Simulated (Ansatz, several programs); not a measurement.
InAs (started from an entry of an open crystallographic database), relaxed with r2SCAN in Ansatz (plane waves, PAW): it is cubic, F-43m (No. 216); a = 6.109 Å in the conventional setting, 28.50 Å³ an atom. In is surrounded by 4 As at 2.65 Å; As is surrounded by 4 In at 2.65 Å. The cell was then scaled with its shape and fractional coordinates held. Calculated for a static, non-magnetic cell.

| V (Å³/atom) | E (meV/atom) |
| --- | --- |
| 26.791 | 20.44 |
| 28.501 | 0.00 |
| 29.356 | 4.06 |
| 30.211 | 15.74 |

Question: Pass a cubic E = c₀ + c₁u + c₂u² + c₃u³, with u = V − 28.715 Å³, through these points.

Answer: c₀ = 0.22, c₁ = +2.332, c₂ = 5.943, c₃ = -0.3800 (meV and Å³).

Question: Where is the minimum, and what bulk modulus follows?

Answer: dE/du = 0 at u = -0.193, so V₀ = 28.52 Å³. B = V₀ d²E/dV² = 28.52 × (2c₂ + 6c₃u) = 28.52 × 12.324 = 352 meV/Å³, and 1 meV/Å³ is 0.16022 GPa: 56 GPa. A third-order Birch-Murnaghan fit to all five points gives 28.51 Å³ and 56 GPa.

Question: Predict the energy and the pressure at the withheld volume, 27.646 Å³.

Answer: With u = -1.069: E ≈ 4.98 meV and P = −dE/dV ≈ +1.87 GPa. The run gives 4.74 meV and, from its stress, +1.85 GPa.
